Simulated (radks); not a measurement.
# The Coulomb parameter U of the 3d shell of Zn³⁺

One table from this session's results is given with a row withheld; the runs are named, their logs left out.

Program: radks (a radial shooting solver on a logarithmic mesh, Libxc functionals) version 1. Level of theory: Dirac Kohn-Sham, PBE, spin-unpolarised, spherical densities, finite nucleus; open shells are shared between the two j in proportion to 2j + 1. These are calculated values, not measurements, unless marked.

## What is computed

```
element            : zinc (Z = 30)
charge             : +3
electrons          : 27
configuration      : [Ar] 3d8 4s1
nuclear rms radius : 3.9283 fm
```

The outer shells:

Zn³⁺
```
[Ar] core
3d [↑↓][↑↓][↑↓][↑ ][↑ ]
4s [↑ ]
```

Set-up of the first run:

Input:

```text
Z 30
configuration [Ar] 3d8 4s1
relativity Dirac
functional pbe,pbe
spin unpolarised
j_filling average
nucleus finite rms 3.9283 fm
c 137.035999084
```

Among the steps run: Start: [Ar] 3d8 4s1.

One of the session's tables, all rows but one given; the rest of the session is left out.

It belongs to the step «Start: [Ar] 3d8 4s1». Radial moments (bohr):

| level | <r> | outermost maximum (interpolated) | 90 % within | nodes |
| --- | --- | --- | --- | --- |
| 2p1/2 | 0.1959 | 0.150 | 0.321 | 0 |
| 2p3/2 | 0.1993 | 0.153 | 0.326 | 0 |
| 3s1/2 | 0.6724 | 0.586 | 1.00 | 2 |
| 3p1/2 | 0.6915 | 0.583 | 1.06 | 1 |
| 3p3/2 | 0.7013 | 0.591 | 1.08 | 1 |
| 3d3/2 | 0.7803 | 0.549 | 1.31 | 0 |
| 3d5/2 | ? | ? | ? | ? |
| 4s1/2 | 1.946 | 1.72 | 2.84 | 3 |

Estimate the missing values for 3d5/2.

As computed: <r>: 0.7845; outermost maximum (interpolated): 0.552; 90 % within: 1.32; nodes: 0. In the column «<r>» it lies between 3d3/2 (0.7803) and 4s1/2 (1.946).
